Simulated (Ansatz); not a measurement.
# FeO (Wuestite): the cost of one run

Program: Ansatz 0.2.0. Level of theory: DFT r²SCAN, scalar-relativistic, plane waves, PAW (the target; the first runs use scalar-relativistic PBE). These are calculated values, not measurements.

The COD entry's cell or inner coordinates are ideal or old and differ from later refinements, so a difference from it is no clean test against experiment.

## 1. The starting structure

Symmetry: Fm-3m, No. 225, cubic system. Conventional cell: a = 4.311 Å, b = 4.311 Å, c = 4.311 Å, α = 90.00°, β = 90.00°, γ = 90.00°. Fe (site symmetry m-3m) has 6 O at 2.16 Å as nearest neighbours. O (site symmetry m-3m) is surrounded by 6 Fe at 2.16 Å.

Structure file:

```
CELL_PARAMETERS angstrom
0.00000 2.15540 2.15540
2.15540 0.00000 2.15540
2.15540 2.15540 0.00000
ATOMIC_POSITIONS crystal
Fe 0.00000 0.00000 0.00000
O 0.50000 0.50000 0.50000
```

The moments start at Fe 4.00 μB.

## 2. At the starting volume (PBE, 8×8×8 mesh)

input.yaml reads:

```yaml
crystal:
  lattice:
    - [0.0, 2.1554, 2.1554]
    - [2.1554, 0.0, 2.1554]
    - [2.1554, 2.1554, 0.0]
  atoms:
    - { symbol: Fe, position: [0.0, 0.0, 0.0], spin: 4.0 }
    - { symbol: O, position: [0.5, 0.5, 0.5] }
basis:
  ecutwfc: 420
  ecutrho_ratio: 4
kpoints:
  mp_grid: { grid: [8, 8, 8] }
hamiltonian:
  xc: pbe
scf:
  occupations: { method: gaussian, width: 0.05 }
output:
  forces: true
  stress: true
  eigenvalues: true
  populations: true
magnetization:
  spin_polarized: true
```

Run with:

```sh
ansatz run input.yaml --threads 2 --pin off --max-ram 5120MiB --backend cpu --events-out ev --progress --plain --runs-dir out
```

**Question.** How long does this run take on 2 threads of Arm Neoverse V1, shared host, and how much memory does it need?

About 1.6 s, with a peak of 0.29 GiB.
